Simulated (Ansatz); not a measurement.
Consider a ranking of polymorphs by energy of 2 structures of MoPt (Ansatz 0.2.0 through its Python package).

The script, `polymorphs.py`:
```python
import warnings

import ansatz as az
import numpy as np
import spglib


def solve(name, crystal):
    calc = (
        crystal.calculation()
        .scf(lower_state_search="off")
        .functional("lda")
        .basis(460)
        .kpoints(spacing=0.39)
        .occupations("cold", width=0.1)
        .stress()
        .band_table()
    )
    return calc.run(threads=1)


def space_group(outcome):
    sites = outcome.report["lattice"]["sites"]
    kinds = sorted({site["symbol"] for site in sites})
    cell = (outcome.lattice.cell_ang, [site["position_frac"] for site in sites], [kinds.index(site["symbol"]) for site in sites])
    return spglib.get_spacegroup(cell, symprec=0.01)


def pressure_gpa(outcome):
    return float(np.trace(outcome.report["stress_gpa"]) / 3)


def volume_per_atom(outcome):
    return abs(np.linalg.det(outcome.lattice.cell_ang)) / len(outcome.lattice.sites)

warnings.simplefilter("ignore", az.DeckWarning)

phases = {}
pmma = (
    az.Lattice.orthorhombic(4.476615, 2.733735, 4.958403)
    .space_group(51, hermann_mauguin="Pmma")
    .atom("Mo", (0.25, 0.0, 0.16175))
    .atom("Pt", (0.25, 0.5, 0.662729))
)
phases["Pmma"] = pmma
p_6m2 = (
    az.Lattice.from_parameters(2.821475, 2.821475, 4.527088, alpha=90, beta=90, gamma=120)
    .space_group(187)
    .atom("Mo", (2 / 3, 1 / 3, 0.0))
    .atom("Pt", (1 / 3, 2 / 3, 0.5))
)
phases["P-6m2"] = p_6m2

done = {}
for name, crystal in phases.items():
    try:
        done[name] = solve(name, crystal)
    except az.NonConvergedError as error:
        print(name, "did not converge:", str(error)[:120])

energy = {name: o.report["energy_sigma0_ev"] / len(o.lattice.sites) for name, o in done.items()}
lowest = min(energy.values())
rows = [(name, len(o.lattice.sites), 1000 * (energy[name] - lowest), space_group(o), pressure_gpa(o), volume_per_atom(o)) for name, o in done.items()]
rows.sort(key=lambda row: row[2])
print("| phase | atoms | dE (meV/atom) | space group | P (GPa) | V (A^3/atom) |")
print("| --- | --- | --- | --- | --- | --- |")
for row in rows:
    print(f"| {row[0]} | {row[1]:d} | {row[2]:.1f} | {row[3]} | {row[4]:.2f} | {row[5]:.3f} |")
```

Which of these structures comes out lowest, and how far apart are they?

By space group at the end of each run: Pmma (+0 meV an atom, 15.2 Å³) and P-6m2 (+213 meV an atom, 15.6 Å³).

The output:

`python polymorphs.py` gives:
```text
| phase | atoms | dE (meV/atom) | space group | P (GPa) | V (A^3/atom) |
| --- | --- | --- | --- | --- | --- |
| Pmma | 4 | 0.0 | Pmma (51) | -11.10 | 15.170 |
| P-6m2 | 2 | 213.3 | P-6m2 (187) | -15.67 | 15.605 |
```

Caveats:
- The settings weren't tested for convergence.
- For the metals among these phases the mesh is modest: differences between phases can be off by up to 40 meV an atom.
- Pressure is positive in compression.
- Spin-orbit coupling, which matters for elements this heavy, is left out.
- The cells come from databases of deposited and of computed structures, and not all need be stable phases.
- The ranking holds among these structures alone, at zero temperature; the ground state may be another structure. Differences under about 40 meV an atom lie within the error of mesh and functional.
- Run time: 6 s on 1 thread of Arm Neoverse V1, on a shared host, peak memory 0.44 GiB.
